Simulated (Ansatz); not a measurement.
Sn3Se:

```
Sn Se
1.0
     4.74188    0.00000    0.00000
     0.00000    4.74188    0.00000
     0.00000    0.00000    4.74188
Sn Se
3 1
Cartesian
  2.3709 2.3709 0.0000
  2.3709 0.0000 2.3709
  0.0000 2.3709 2.3709
  0.0000 0.0000 0.0000
```

The cell comes from a database or a generator and needn't be the stable form of this composition.

```yaml
Program: Ansatz 0.2.0
Task: relaxation of cell and atoms
Functional: PBEsol
Potentials_or_basis: all-electron LAPW, scalar-relativistic
Basis_error_allowed: 0.002 eV/atom
k_mesh: 6 × 6 × 6
Occupations: fermi-dirac, width 0.05 eV
Spin: no spin polarisation
```

At the start: volume 26.66 Å³/atom.

Task: Where does the relaxation end?

Result: Over 5 steps the energy falls by 12.1 meV/atom and the volume is 25.26 Å³/atom (-5.3 %); space group Pm-3m (No. 221, to 0.05 Å).

The path:
```tsv
step	energy change (eV)	largest force (eV/Å)	volume (Å³)
1	0.0000	0.0000	106.62
2	-0.0448	0.0000	99.60
3	-0.0482	0.0000	101.13
4	-0.0483	0.0000	101.02
5	-0.0483	0.0000	101.02
```

Final structure:
```yaml
crystal:
  lattice:
    - [4.65735, 0.00000, 0.00000]
    - [0.00000, 4.65735, 0.00000]
    - [0.00000, 0.00000, 4.65735]
  atoms:
    - { symbol: Sn, position: [0.50000, 0.50000, 0.00000] }
    - { symbol: Sn, position: [0.50000, 0.00000, 0.50000] }
    - { symbol: Sn, position: [0.00000, 0.50000, 0.50000] }
    - { symbol: Se, position: [0.00000, 0.00000, 0.00000] }
```
